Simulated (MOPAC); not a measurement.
# PM7 on GaN: a test of settings

Aim: start from a run with usual settings and see what each changed setting does to the results.

Computed with MOPAC 23.2.5 (PM7, atoms fixed, no spin polarisation, unless a step's input says otherwise).

### 1 The system as given

The structure is cubic, space group F-43m (No. 216). Conventional cell: a = 4.498 Å, b = 4.498 Å, c = 4.498 Å, α = 90.00°, β = 90.00°, γ = 90.00°. Ga (site symmetry -43m) is surrounded by 4 N at 1.95 Å. N (site symmetry -43m) is surrounded by 4 Ga at 1.95 Å.

Structure file:

```
Ga N
1.0
     0.00000    2.24895    2.24895
     2.24895    0.00000    2.24895
     2.24895    2.24895    0.00000
Ga N
1 1
Direct
  0.00000 0.00000 0.00000
  0.75000 0.75000 0.75000
```

The structure type (database structure) is imposed and need not be the compound's stable one.

### 2 The reference run

The gap of PM6 and PM7 is a difference of Hartree-Fock-like orbital energies, with no screening; it often comes out too large, and it hangs on the parameters.

run.mop reads:

```
PM7 1SCF GRADIENTS AUX(PRECISION=6) THREADS=1
crystal as a cluster of 2x2x2 conventional cells

Ga 6.746858 1 0.000000 1 -6.746858 1
N 1.124476 1 3.373429 1 -3.373429 1
Ga 2.248953 1 0.000000 1 -6.746858 1
N 5.622382 1 3.373429 1 -3.373429 1
Ga 4.497905 1 2.248953 1 -6.746858 1
N 7.871334 1 5.622382 1 -3.373429 1
Ga 6.746858 1 4.497905 1 -6.746858 1
N 1.124476 1 7.871334 1 -3.373429 1
Ga 4.497905 1 0.000000 1 -4.497905 1
N 7.871334 1 3.373429 1 -1.124476 1
Ga 6.746858 1 2.248953 1 -4.497905 1
N 1.124476 1 5.622382 1 -1.124476 1
Ga 6.746858 1 0.000000 1 -2.248953 1
N 1.124476 1 3.373429 1 -7.871334 1
Ga 0.000000 1 2.248953 1 -6.746858 1
N 3.373429 1 5.622382 1 -3.373429 1
Ga 2.248953 1 4.497905 1 -6.746858 1
N 5.622382 1 7.871334 1 -3.373429 1
Ga 4.497905 1 6.746858 1 -6.746858 1
N 7.871334 1 1.124476 1 -3.373429 1
Ga 0.000000 1 0.000000 1 -4.497905 1
N 3.373429 1 3.373429 1 -1.124476 1
Ga 2.248953 1 2.248953 1 -4.497905 1
N 5.622382 1 5.622382 1 -1.124476 1
Ga 4.497905 1 4.497905 1 -4.497905 1
N 7.871334 1 7.871334 1 -1.124476 1
Ga 6.746858 1 6.746858 1 -4.497905 1
N 1.124476 1 1.124476 1 -1.124476 1
Ga 2.248953 1 0.000000 1 -2.248953 1
N 5.622382 1 3.373429 1 -7.871334 1
Ga 4.497905 1 2.248953 1 -2.248953 1
N 7.871334 1 5.622382 1 -7.871334 1
Ga 6.746858 1 4.497905 1 -2.248953 1
N 1.124476 1 7.871334 1 -7.871334 1
Ga 4.497905 1 0.000000 1 0.000000 1
N 7.871334 1 3.373429 1 -5.622382 1
Ga 6.746858 1 2.248953 1 0.000000 1
N 1.124476 1 5.622382 1 -5.622382 1
Ga 0.000000 1 6.746858 1 -6.746858 1
N 3.373429 1 1.124476 1 -3.373429 1
Ga 0.000000 1 4.497905 1 -4.497905 1
N 3.373429 1 7.871334 1 -1.124476 1
Ga 2.248953 1 6.746858 1 -4.497905 1
N 5.622382 1 1.124476 1 -1.124476 1
Ga 0.000000 1 2.248953 1 -2.248953 1
N 3.373429 1 5.622382 1 -7.871334 1
Ga 2.248953 1 4.497905 1 -2.248953 1
N 5.622382 1 7.871334 1 -7.871334 1
Ga 4.497905 1 6.746858 1 -2.248953 1
N 7.871334 1 1.124476 1 -7.871334 1
Ga 0.000000 1 0.000000 1 0.000000 1
N 3.373429 1 3.373429 1 -5.622382 1
Ga 2.248953 1 2.248953 1 0.000000 1
N 5.622382 1 5.622382 1 -5.622382 1
Ga 4.497905 1 4.497905 1 0.000000 1
N 7.871334 1 7.871334 1 -5.622382 1
Ga 6.746858 1 6.746858 1 0.000000 1
N 1.124476 1 1.124476 1 -5.622382 1
Ga 0.000000 1 6.746858 1 -2.248953 1
N 3.373429 1 1.124476 1 -7.871334 1
Ga 0.000000 1 4.497905 1 0.000000 1
N 3.373429 1 7.871334 1 -5.622382 1
Ga 2.248953 1 6.746858 1 0.000000 1
N 5.622382 1 1.124476 1 -5.622382 1
Tv 8.995811 1 0.000000 1 0.000000 1
Tv 0.000000 1 0.000000 1 -8.995811 1
Tv 0.000000 1 8.995811 1 0.000000 1
```

The run is started by

```bash
$ mopac run.mop
```

The log of the run, shortened:

```text
[...]
           Empirical Formula: N32 Ga32  =    64 atoms
[...]
     SCF FIELD WAS ACHIEVED
[...]
                                                       MOPAC v23.2.5 Linux
          FINAL HEAT OF FORMATION =      -1080.97156 KCAL/MOL =   -4522.78502 KJ/MOL
          H.o.F. per unit cell    =        -33.78036 KCAL, for 32 unit cells, unit cell = N1 Ga1
          GRADIENT NORM           =         21.96342          =       2.74543 PER ATOM
          IONIZATION POTENTIAL    =          8.781616 EV
          HOMO LUMO ENERGIES (EV) =         -8.782 -5.886
          NO. OF FILLED LEVELS    =        128
          MOLECULAR WEIGHT        =       2679.7344         POINT GROUP:  C3v
          VOLUME OF UNIT CELL     =        727.983 CUBIC ANGSTROMS
          DENSITY                 =          6.113 GRAMS/CC
                              A   =          8.996 ANGSTROMS
                              B   =          8.996 ANGSTROMS
                              C   =          8.996 ANGSTROMS
[...]
                             CARTESIAN COORDINATES
   1   Ga        6.746858000     0.000000000    -6.746858000
   2    N        1.124476000     3.373429000    -3.373429000
   3   Ga        2.248953000     0.000000000    -6.746858000
   4    N        5.622382000     3.373429000    -3.373429000
   5   Ga        4.497905000     2.248953000    -6.746858000
   6    N        7.871334000     5.622382000    -3.373429000
   7   Ga        6.746858000     4.497905000    -6.746858000
   8    N        1.124476000     7.871334000    -3.373429000
   9   Ga        4.497905000     0.000000000    -4.497905000
  10    N        7.871334000     3.373429000    -1.124476000
  11   Ga        6.746858000     2.248953000    -4.497905000
  12    N        1.124476000     5.622382000    -1.124476000
  13   Ga        6.746858000     0.000000000    -2.248953000
[...]
              NET ATOMIC CHARGES AND DIPOLE CONTRIBUTIONS
  ATOM NO.   TYPE          CHARGE      No. of ELECS.   s-Pop       p-Pop
    1         Ga           0.690218        2.3098     0.95309     1.35669
    2          N          -0.689950        5.6900     1.65614     4.03381
    3         Ga           0.690177        2.3098     0.95297     1.35686
    4          N          -0.690067        5.6901     1.65628     4.03379
    5         Ga           0.690168        2.3098     0.95296     1.35687
    6          N          -0.690232        5.6902     1.65638     4.03385
    7         Ga           0.690209        2.3098     0.95309     1.35670
    8          N          -0.690116        5.6901     1.65625     4.03386
    9         Ga           0.690169        2.3098     0.95296     1.35687
   10          N          -0.690116        5.6901     1.65625     4.03386
   11         Ga           0.690168        2.3098     0.95296     1.35687
   12          N          -0.690115        5.6901     1.65625     4.03386
[...]
 * JOB ENDED NORMALLY *
[...]
```

It took 2.7 s on 1 thread of Arm Neoverse V2, shared host; peak memory 0.028 GiB.

Gap 2.90 eV. The 64 atoms of the cluster fold only a few k-points onto the zone centre, so gap and energy may not be converged in the cluster's size.

### 3 Change: method = PM3

Changes to run.mop since step 2:

```diff
@@ -1,2 +1,2 @@
-PM7 1SCF GRADIENTS AUX(PRECISION=6) THREADS=1
+PM3 1SCF GRADIENTS AUX(PRECISION=6) THREADS=1
 crystal as a cluster of 2x2x2 conventional cells
```

The run is started by

```bash
$ mopac run.mop
```

The log of the run, shortened:

```text
[...]
           Empirical Formula: N32 Ga32  =    64 atoms
[...]
     SCF FIELD WAS ACHIEVED
[...]
                                                       MOPAC v23.2.5 Linux
          FINAL HEAT OF FORMATION =      -2596.49845 KCAL/MOL =  -10863.74952 KJ/MOL
          H.o.F. per unit cell    =        -81.14058 KCAL, for 32 unit cells, unit cell = N1 Ga1
          GRADIENT NORM           =       3576.14088          =       447.01761 PER ATOM
          IONIZATION POTENTIAL    =         33.527296 EV
          HOMO LUMO ENERGIES (EV) =        -33.527-30.912
          NO. OF FILLED LEVELS    =        128
          MOLECULAR WEIGHT        =       2679.7344         POINT GROUP:  C3v
          VOLUME OF UNIT CELL     =        727.983 CUBIC ANGSTROMS
          DENSITY                 =          6.113 GRAMS/CC
                              A   =          8.996 ANGSTROMS
                              B   =          8.996 ANGSTROMS
                              C   =          8.996 ANGSTROMS
[...]
              NET ATOMIC CHARGES AND DIPOLE CONTRIBUTIONS
  ATOM NO.   TYPE          CHARGE      No. of ELECS.   s-Pop       p-Pop
    1         Ga          -3.240869        6.2409     0.94592     5.29495
    2          N           3.241139        1.7589     0.64789     1.11097
    3         Ga          -3.242286        6.2423     0.94699     5.29530
    4          N           3.242264        1.7577     0.64728     1.11046
    5         Ga          -3.241940        6.2419     0.94720     5.29474
    6          N           3.242618        1.7574     0.64687     1.11051
    7         Ga          -3.240698        6.2407     0.94618     5.29451
    8          N           3.241529        1.7585     0.64741     1.11106
    9         Ga          -3.241847        6.2418     0.94715     5.29469
   10          N           3.241529        1.7585     0.64741     1.11106
   11         Ga          -3.241940        6.2419     0.94720     5.29474
   12          N           3.241451        1.7585     0.64747     1.11108
[...]
 * JOB ENDED NORMALLY *
[...]
```

It took 8.2 s on 1 thread of Arm Neoverse V2, shared host; peak memory 0.027 GiB.

Totals of another method or basis aren't compared here. The state is unphysical (charges of Ga -3.24, N +3.24; a highest filled level at -34 eV), so these numbers say nothing of the crystal.

### 4 Change: method = PM6-ORG

Changes to run.mop since step 3:

```diff
@@ -1,2 +1,2 @@
-PM3 1SCF GRADIENTS AUX(PRECISION=6) THREADS=1
+PM6-ORG 1SCF GRADIENTS AUX(PRECISION=6) THREADS=1
 crystal as a cluster of 2x2x2 conventional cells
```

The run is started by

```bash
$ mopac run.mop
```

The log of the run:

```text
[... start of the log left out ...]
    52         N          3.3734      3.3734     -5.6224
    53        Ga          2.2490      2.2490      0.0000
    54         N          5.6224      5.6224     -5.6224
    55        Ga          4.4979      4.4979      0.0000
    56         N          7.8713      7.8713     -5.6224
    57        Ga          6.7469      6.7469      0.0000
    58         N          1.1245      1.1245     -5.6224
    59        Ga          0.0000      6.7469     -2.2490
    60         N          3.3734      1.1245     -7.8713
    61        Ga          0.0000      4.4979      0.0000
    62         N          3.3734      7.8713     -5.6224
    63        Ga          2.2490      6.7469      0.0000
    64         N          5.6224      1.1245     -5.6224

          DATA ARE NOT AVAILABLE FOR ELEMENT NO. 31

          Parameters for some elements are missing

           Empirical Formula: N32 Ga32  =    64 atoms

 ******************************************************************************
 *                                                                            *
 *     Error and normal termination messages reported in this calculation     *
 *                                                                            *
 * Parameters for some elements are missing                                   *
 * JOB ENDED NORMALLY                                                         *
 *                                                                            *
 ******************************************************************************

 TOTAL JOB TIME:             0.01 SECONDS

 == MOPAC DONE ==
```

Wall time 0.04 s (1 thread of Arm Neoverse V2, shared host); peak memory 0.013 GiB.

The program refused the job: «Parameters for some elements are missing».

### 5 Change: CUTOFP = 40

Changes to run.mop since step 4:

```diff
@@ -1,2 +1,2 @@
-PM6-ORG 1SCF GRADIENTS AUX(PRECISION=6) THREADS=1
+PM7 1SCF CUTOFP=40 GRADIENTS AUX(PRECISION=6) THREADS=1
 crystal as a cluster of 2x2x2 conventional cells
```

The run is started by

```bash
$ mopac run.mop
```

The log of the run:

```text
[... start of the log left out ...]
    56         N          7.8713      7.8713     -5.6224
    57        Ga          6.7469      6.7469      0.0000
    58         N          1.1245      1.1245     -5.6224
    59        Ga          0.0000      6.7469     -2.2490
    60         N          3.3734      1.1245     -7.8713
    61        Ga          0.0000      4.4979      0.0000
    62         N          3.3734      7.8713     -5.6224
    63        Ga          2.2490      6.7469      0.0000
    64         N          5.6224      1.1245     -5.6224

 General Reference for PM7:
 "Optimization of Parameters for Semiempirical Methods VI: More Modifications to the
 NDDO Approximations and Re-optimization of Parameters", J. J. P. Stewart, J. Mol. Mod., 1:32, 19 (2013)

           Empirical Formula: N32 Ga32  =    64 atoms

          Excessive size of lattice vector summation
          To avoid this problem, pack atoms more tightly in the central unit cell (try MAKPOL)
          To over-ride this safety check, add keyword 'GEO-OK'

 ******************************************************************************
 *                                                                            *
 *     Error and normal termination messages reported in this calculation     *
 *                                                                            *
 * Excessive size of lattice vector summation                                 *
 * JOB ENDED NORMALLY                                                         *
 *                                                                            *
 ******************************************************************************

 TOTAL JOB TIME:             0.01 SECONDS

 == MOPAC DONE ==
```

It took 0.04 s on 1 thread of Arm Neoverse V2, shared host; peak memory 0.013 GiB.

The program refused the job: «Excessive size of lattice vector summation».

### 6 Change: method = PM6-D3H4

Changes to run.mop since step 5:

```diff
@@ -1,2 +1,2 @@
-PM7 1SCF CUTOFP=40 GRADIENTS AUX(PRECISION=6) THREADS=1
+PM6-D3H4 1SCF GRADIENTS AUX(PRECISION=6) THREADS=1
 crystal as a cluster of 2x2x2 conventional cells
```

The run is started by

```bash
$ mopac run.mop
```

The log of the run, shortened:

```text
[...]
           Empirical Formula: N32 Ga32  =    64 atoms
[...]
     SCF FIELD WAS ACHIEVED
[...]
                                                       MOPAC v23.2.5 Linux
          FINAL HEAT OF FORMATION =       1434.14708 KCAL/MOL =    6000.47139 KJ/MOL
          H.o.F. per unit cell    =         44.81710 KCAL, for 32 unit cells, unit cell = N1 Ga1
          GRADIENT NORM           =       1117.02565          =       139.62821 PER ATOM
          IONIZATION POTENTIAL    =          9.737393 EV
          HOMO LUMO ENERGIES (EV) =         -9.737 -4.839
          NO. OF FILLED LEVELS    =        128
          MOLECULAR WEIGHT        =       2679.7344         POINT GROUP:  C3v
          VOLUME OF UNIT CELL     =        727.983 CUBIC ANGSTROMS
          DENSITY                 =          6.113 GRAMS/CC
                              A   =          8.996 ANGSTROMS
                              B   =          8.996 ANGSTROMS
                              C   =          8.996 ANGSTROMS
[...]
              NET ATOMIC CHARGES AND DIPOLE CONTRIBUTIONS
  ATOM NO.   TYPE          CHARGE      No. of ELECS.   s-Pop       p-Pop
    1         Ga           0.244337        2.7557     1.09342     1.66224
    2          N          -0.244285        5.2443     1.53227     3.71201
    3         Ga           0.244364        2.7556     1.09322     1.66241
    4          N          -0.244248        5.2442     1.53232     3.71193
    5         Ga           0.244330        2.7557     1.09321     1.66246
    6          N          -0.244328        5.2443     1.53223     3.71209
    7         Ga           0.244301        2.7557     1.09341     1.66229
    8          N          -0.244377        5.2444     1.53219     3.71219
    9         Ga           0.244329        2.7557     1.09322     1.66246
   10          N          -0.244377        5.2444     1.53219     3.71219
   11         Ga           0.244330        2.7557     1.09321     1.66246
   12          N          -0.244374        5.2444     1.53219     3.71218
[...]
 * JOB ENDED NORMALLY *
[...]
```

Run time: 2.9 s. Hardware: 1 thread of Arm Neoverse V2, shared host; peak memory 0.033 GiB.

Totals of another method or basis aren't compared here. The energy is far off (a heat of formation of +22 kcal/mol an atom): the parameters don't suit this compound.

### 7 Change: ITRY = 3

Changes to run.mop since step 6:

```diff
@@ -1,2 +1,2 @@
-PM6-D3H4 1SCF GRADIENTS AUX(PRECISION=6) THREADS=1
+PM7 1SCF ITRY=3 GRADIENTS AUX(PRECISION=6) THREADS=1
 crystal as a cluster of 2x2x2 conventional cells
```

The run is started by

```bash
$ mopac run.mop
```

The log of the run:

```text
[... start of the log left out ...]
    54       N          5.62238200  *   5.62238200  *  -5.62238200  *
    55      Ga          4.49790500  *   4.49790500  *   0.00000000  *
    56       N          7.87133400  *   7.87133400  *  -5.62238200  *
    57      Ga          6.74685800  *   6.74685800  *   0.00000000  *
    58       N          1.12447600  *   1.12447600  *  -5.62238200  *
    59      Ga          0.00000000  *   6.74685800  *  -2.24895300  *
    60       N          3.37342900  *   1.12447600  *  -7.87133400  *
    61      Ga          0.00000000  *   4.49790500  *   0.00000000  *
    62       N          3.37342900  *   7.87133400  *  -5.62238200  *
    63      Ga          2.24895300  *   6.74685800  *   0.00000000  *
    64       N          5.62238200  *   1.12447600  *  -5.62238200  *
    65      Tv          8.99581100  *   0.00000000  *   0.00000000  *
    66      Tv          0.00000000  *   0.00000000  *  -8.99581100  *
    67      Tv          0.00000000  *   8.99581100  *   0.00000000  *

          THE SCF CALCULATION FAILED.

          UNABLE TO ACHIEVE SELF-CONSISTENCE

 ******************************************************************************
 *                                                                            *
 *     Error and normal termination messages reported in this calculation     *
 *                                                                            *
 * THE SCF CALCULATION FAILED.                                                *
 * UNABLE TO ACHIEVE SELF-CONSISTENCE                                         *
 * JOB ENDED NORMALLY                                                         *
 *                                                                            *
 ******************************************************************************

 TOTAL JOB TIME:             0.63 SECONDS

 == MOPAC DONE ==
```

Run time: 0.66 s. Hardware: 1 thread of Arm Neoverse V2, shared host; peak memory 0.022 GiB.

The run did not converge: «UNABLE TO ACHIEVE SELF-CONSISTENCE».

### 8 Change: cluster = 1x1x1

run.mop reads:

```
PM7 1SCF GRADIENTS AUX(PRECISION=6) THREADS=1
crystal as a cluster of 1x1x1 conventional cells

Ga 2.248953 1 0.000000 1 -2.248953 1
N 1.124476 1 3.373429 1 -3.373429 1
Ga 0.000000 1 2.248953 1 -2.248953 1
N 3.373429 1 1.124476 1 -3.373429 1
Ga 0.000000 1 0.000000 1 0.000000 1
N 3.373429 1 3.373429 1 -1.124476 1
Ga 2.248953 1 2.248953 1 0.000000 1
N 1.124476 1 1.124476 1 -1.124476 1
Tv 4.497905 1 0.000000 1 0.000000 1
Tv 0.000000 1 0.000000 1 -4.497905 1
Tv 0.000000 1 4.497905 1 0.000000 1
```

The run is started by

```bash
$ mopac run.mop
```

The log of the run:

```text
[... start of the log left out ...]

     1        Ga          2.2490      0.0000     -2.2490
     2         N          1.1245      3.3734     -3.3734
     3        Ga          0.0000      2.2490     -2.2490
     4         N          3.3734      1.1245     -3.3734
     5        Ga          0.0000      0.0000      0.0000
     6         N          3.3734      3.3734     -1.1245
     7        Ga          2.2490      2.2490      0.0000
     8         N          1.1245      1.1245     -1.1245

 General Reference for PM7:
 "Optimization of Parameters for Semiempirical Methods VI: More Modifications to the
 NDDO Approximations and Re-optimization of Parameters", J. J. P. Stewart, J. Mol. Mod., 1:32, 19 (2013)

           Empirical Formula: N4 Ga4  =     8 atoms

          Excessive size of lattice vector summation
          To avoid this problem, pack atoms more tightly in the central unit cell (try MAKPOL)
          To over-ride this safety check, add keyword 'GEO-OK'

 ******************************************************************************
 *                                                                            *
 *     Error and normal termination messages reported in this calculation     *
 *                                                                            *
 * Excessive size of lattice vector summation                                 *
 * JOB ENDED NORMALLY                                                         *
 *                                                                            *
 ******************************************************************************

 TOTAL JOB TIME:             0.00 SECONDS

 == MOPAC DONE ==
```

Run time: 0.04 s. Hardware: 1 thread of Arm Neoverse V2, shared host; peak memory 0.013 GiB.

The program refused the job: «Excessive size of lattice vector summation».

### 9 Results

| change | ends | gap (eV) | energy (meV/atom) | pressure (GPa) | time |
| --- | --- | --- | --- | --- | --- |
| none | converged | 2.90 | 0 | – | 2.7 s |
| method = PM3 | converged | -0.28 | – | – | 8.2 s |
| method = PM6-ORG | refused | – | – | – | 0.04 s |
| CUTOFP = 40 | refused | – | – | – | 0.04 s |
| method = PM6-D3H4 | converged | +2.00 | – | – | 2.9 s |
| ITRY = 3 | not converged | – | – | – | 0.66 s |
| cluster = 1x1x1 | refused | – | – | – | 0.04 s |

The first row holds values, the others changes from it. Keys are the program's: temperature in eV (tblite) or K (CP2K), cutoffs in Ry, CUTOFP in Å. 4 of the 6 changes gave no result. The changed runs test settings; they are no properties of the crystal.
